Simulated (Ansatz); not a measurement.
# Ca2CuO3: the cost of one run

Computed with Ansatz 0.2.0 (DFT r²SCAN+U (U = 2 eV, J = 0.9 eV on Cu d), plane waves, PAW, unless a step's input says otherwise).

### Step 1. Starting point

Symmetry: Immm, No. 71, orthorhombic system. Conventional cell: a = 3.259 Å, b = 3.779 Å, c = 12.239 Å, α = 90.00°, β = 90.00°, γ = 90.00°. Ca (site symmetry mm2) is surrounded by 7 O at 2.33 to 2.50 Å. Cu (site symmetry mmm) is surrounded by 4 O at 1.89 to 1.96 Å. O (site symmetry mm2) is surrounded by 1 Cu at 1.96 Å and 5 Ca at 2.33 to 2.50 Å. O (site symmetry mmm) has 2 Cu at 1.89 Å and 4 Ca at 2.45 Å in its first shell of neighbours.

Coordinates:

```
Ca Cu O
1.0
    -1.62950    1.88950    6.11950
     1.62950   -1.88950    6.11950
     1.62950    1.88950   -6.11950
Ca Cu O
2 1 3
Direct
  0.85000 0.35000 0.50000
  0.15000 0.65000 0.50000
  0.50000 0.00000 0.50000
  0.66000 0.16000 0.50000
  0.34000 0.84000 0.50000
  0.00000 0.00000 0.00000
```

Magnetic order typed: ferromagnetic.

An earlier series on this cell reached its lowest free state from «from atoms, default search», perhaps among other starts.

### Step 2. Random orbitals: single harmonics, second filling

Input file input.yaml:

```yaml
crystal:
  lattice:
    - [-1.6295, 1.8895, 6.11950002]
    - [1.6295, -1.8895, 6.11950002]
    - [1.6295, 1.8895, -6.11950002]
  atoms:
    - { symbol: Ca, position: [0.85, 0.35, 0.5] }
    - { symbol: Ca, position: [0.15, 0.65, 0.5] }
    - { symbol: Cu, position: [0.5, 0.0, 0.5], spin: 1.0 }
    - { symbol: O, position: [0.66, 0.16, 0.5] }
    - { symbol: O, position: [0.34, 0.84, 0.5] }
    - { symbol: O, position: [0.0, 0.0, 0.0] }
basis:
  ecutwfc: 500
  ecutrho_ratio: 4
kpoints:
  mp_grid: { grid: [8, 8, 8] }
hamiltonian:
  xc: r2scan
  hubbard:
    sites:
      - { site: 2, l: d, u: 2.0, j: 0.9, starting_ns: [{ spin: up, occupation_matrix: s2up }, { spin: down, occupation_matrix: s2down }] }
    occupation_matrices:
      s2up:
        matrix:
          - [0.97, 0.0, 0.0, 0.0, 0.0]
          - [0.0, 0.97, 0.0, 0.0, 0.0]
          - [0.0, 0.0, 0.97, 0.0, 0.0]
          - [0.0, 0.0, 0.0, 0.97, 0.0]
          - [0.0, 0.0, 0.0, 0.0, 0.97]
      s2down:
        matrix:
          - [0.02, 0.0, 0.0, 0.0, 0.0]
          - [0.0, 0.97, 0.0, 0.0, 0.0]
          - [0.0, 0.0, 0.97, 0.0, 0.0]
          - [0.0, 0.0, 0.0, 0.97, 0.0]
          - [0.0, 0.0, 0.0, 0.0, 0.97]
    ns_hold: { iters: 12 }
scf:
  occupations: { method: gaussian, width: 0.05 }
  lower_state_search: "off"
  max_iter: 150
output:
  forces: true
  stress: true
  eigenvalues: true
  populations: true
  hubbard: { sites: [{ site: 2, l: d }] }
magnetization:
  spin_polarized: true
```

The typed matrices put 0.97 on the chosen orbitals and 0.02 on the others, and are held for 12 cycles.

The run is started by

```console
$ ansatz run input.yaml --threads 8 --pin off --max-ram 12288MiB --backend cpu --events-out ev --progress --plain --runs-dir out
```

**Question.** How long does this run take on 8 threads of Arm Neoverse V2, shared host, and how much memory does it need?

About 42 s, with a peak of 1.1 GiB.
